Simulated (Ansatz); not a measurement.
# H₇NO₂Si₂: a ladder of functionals and wavefunction methods

One table from this session's results is given with a row withheld; the runs are named, their logs left out.

The runs use Ansatz 0.2.0, Gaussian basis; functionals in def2-TZVPP, the program's frozen cores in correlated methods.

The runs, in order: LDA (SPW92), PBE-D4, revPBE-D4, BLYP-D4, r2SCAN-D4, B97M-V, PBE0-D4, B3LYP-D4, r2SCANh-D4, r2SCAN0-D4, HSE06-D4, BHLYP-D4, CAM-B3LYP-D4, LC-ωPBE, ωB97X-V, ωB97M-V, B2PLYP, PBE-QIDH; CCSD(T)/def2-SVP; CCSD(T)/def2-TZVPP; MP2/def2-QZVPP; extrapolation to the limit; RPA on PBE.

## The geometry

The geometry comes from an earlier relaxation with PBE0-D4 in a triple-zeta def2 set; it is a stationary point, not always the lowest conformer.

12 atoms, charge 0, spin multiplicity 1.

Atoms are counted from 1 here; the program's logs count them from 0.

Bond lengths: O1–Si2 1.646 Å, O1–H6 0.958 Å, Si2–N3 1.721 Å, Si2–H7 1.480 Å, Si2–H8 1.485 Å, N3–Si4 1.721 Å, N3–H9 1.013 Å, Si4–O5 1.646 Å, Si4–H10 1.485 Å, Si4–H11 1.480 Å, O5–H12 0.958 Å. Angles: Si2–O1–H6 117.8°, O1–Si2–N3 113.8°, O1–Si2–H7 102.9°, O1–Si2–H8 111.4°, N3–Si2–H7 111.1°, N3–Si2–H8 105.6°, H7–Si2–H8 112.2°, Si2–N3–Si4 130.0°, Si2–N3–H9 115.0°, Si4–N3–H9 115.0°, N3–Si4–O5 113.8°, N3–Si4–H10 105.5°, N3–Si4–H11 111.1°, O5–Si4–H10 111.5°, O5–Si4–H11 102.9°, H10–Si4–H11 112.2°, Si4–O5–H12 117.8°.

Geometry (Å):

```xyz
12
H7NO2Si2
O    -2.3499   -1.2049    0.0326
Si   -0.7209   -1.4395    0.0692
N     0.1800   -0.1743   -0.6730
Si    1.3295    0.9121    0.0063
O     0.8770    2.4928   -0.0751
H    -2.7026   -0.4444    0.4965
H    -0.5534   -2.7132   -0.6650
H    -0.2161   -1.5234    1.4629
H     0.0394   -0.0784   -1.6715
H     1.5117    0.4708    1.4121
H     2.5979    0.8915   -0.7557
H     0.0845    2.7556    0.3946
```

Set-up of the first run:

in.yaml reads:

```yaml
crystal:
  periodic: [false, false, false]
  atoms:
    - {symbol: O, position_ang: [-2.349935, -1.204854, 0.032626]}
    - {symbol: Si, position_ang: [-0.720935, -1.439483, 0.069223]}
    - {symbol: N, position_ang: [0.179975, -0.174283, -0.673009]}
    - {symbol: Si, position_ang: [1.329540, 0.912132, 0.006294]}
    - {symbol: O, position_ang: [0.877040, 2.492830, -0.075085]}
    - {symbol: H, position_ang: [-2.702629, -0.444434, 0.496476]}
    - {symbol: H, position_ang: [-0.553383, -2.713247, -0.665035]}
    - {symbol: H, position_ang: [-0.216071, -1.523395, 1.462869]}
    - {symbol: H, position_ang: [0.039383, -0.078444, -1.671493]}
    - {symbol: H, position_ang: [1.511732, 0.470797, 1.412104]}
    - {symbol: H, position_ang: [2.597887, 0.891465, -0.755681]}
    - {symbol: H, position_ang: [0.084495, 2.755620, 0.394608]}
basis:
  gaussian: {orbitals: def2-TZVPP}
hamiltonian: {xc: lda}
output: {orbitals: {seedname: orbitals}}
```

Steps of the session up to this table: LDA; PBE-D4 (GGA); revPBE-D4 (GGA); BLYP-D4 (GGA); r2SCAN-D4 (meta-GGA); B97M-V (meta-GGA); PBE0-D4 (hybrid); B3LYP-D4 (hybrid); r2SCANh-D4 (hybrid); r2SCAN0-D4 (hybrid); HSE06-D4 (hybrid); BHLYP-D4 (hybrid); CAM-B3LYP-D4 (range-separated); LC-ωPBE-D4 (range-separated; the results give it without D4); ωB97X-V (range-separated); ωB97M-V (range-separated); B2PLYP (double hybrid); PBE-QIDH (double hybrid).

One of the session's tables, all rows but one given; the rest of the session is left out.

It belongs to the step «Frontier levels by functional». 

| functional | HOMO (eV) | gap (eV) |
| --- | --- | --- |
| LDA (SPW92) | ? | ? |
| PBE-D4 | -6.63 | 5.97 |
| revPBE-D4 | -6.56 | 6.01 |
| BLYP-D4 | -6.50 | 5.87 |
| r2SCAN-D4 | -6.94 | 6.79 |
| B97M-V | -7.07 | 6.55 |
| PBE0-D4 | -8.03 | 8.20 |
| B3LYP-D4 | -7.78 | 7.65 |
| r2SCANh-D4 | -7.46 | 7.57 |
| r2SCAN0-D4 | -8.25 | 8.74 |
| HSE06-D4 | -7.63 | 7.42 |
| BHLYP-D4 | -9.35 | 10.18 |
| CAM-B3LYP-D4 | -9.44 | 10.41 |
| LC-ωPBE | -10.84 | 13.07 |
| ωB97X-V | -10.47 | 12.50 |
| ωB97M-V | -10.38 | 11.98 |

**Question.** Estimate the row for LDA (SPW92).

As computed: HOMO (eV): -6.80; gap (eV): 5.93. In the column «HOMO (eV)» it lies between r2SCAN-D4 (-6.94) and PBE-D4 (-6.63).
